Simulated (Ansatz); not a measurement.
# CAgO: the cost of one run

Computed with Ansatz 0.2.0, Gaussian basis. Level: RKS PBE-D4/def2-SVP.

Levels: PBE-D4, revPBE-D4, BLYP-D4, r2SCAN-D4, B97M-V, PBE0-D4, B3LYP-D4, HSE06-D4, wB97X-V, wB97M-V, B2PLYP, Hartree-Fock, MP2, CCSD, CCSD(T). The reference is CCSD(T) extrapolated to the basis limit. For elements past Ar these valence bases correlate outer-core shells poorly, so that limit is rough.

Correlated methods freeze the cores. Filled d shells of the heavier atoms are correlated. Core potentials replace the inner electrons past krypton, and spin-orbit coupling is left out. B3LYP uses VWN-RPA correlation. B2PLYP carries no dispersion term here.

163 further runs of the same task are left out: 163 set aside as unsound or not needed.

### Step 1. The starting structure

The pair, from a GFN2-xTB docking trial: 3 atoms, charge 1, spin multiplicity 1.

Atoms are counted from 1 here; the program's logs count them from 0.

Bond lengths: Ag1–C2 2.202 Å, C2–O3 1.107 Å. Angles: Ag1–C2–O3 179.3°.

As a file:

```
Ag   -0.2616    0.0542   -1.8174
C     0.0465   -0.0096    0.3620
O     0.2151   -0.0445    1.4554
```

Atoms 1 to 1 are fragment A (Ag+), the rest fragment B (CO).

### Step 2. A first relaxation in a small basis

Contents of pre/in.yaml:

```yaml
crystal:
  periodic: [false, false, false]
  atoms:
    - {symbol: Ag, position_ang: [-0.261600, 0.054200, -1.817400]}
    - {symbol: C, position_ang: [0.046500, -0.009600, 0.362000]}
    - {symbol: O, position_ang: [0.215100, -0.044500, 1.455400]}
basis:
  gaussian: {orbitals: def2-SVP}
total_charge: 1
hamiltonian: {xc: pbe, dispersion: d4}
relax: {f_tol: 0.03, max_steps: 250}
```

Run with:

```bash
ansatz run in.yaml --threads 2 --pin off --events-out ev --progress --plain --max-ram 5222MiB
```

**Question.** How long does this run take on 2 threads of Intel Xeon Platinum 8488C, shared host?

About 3.6 s.
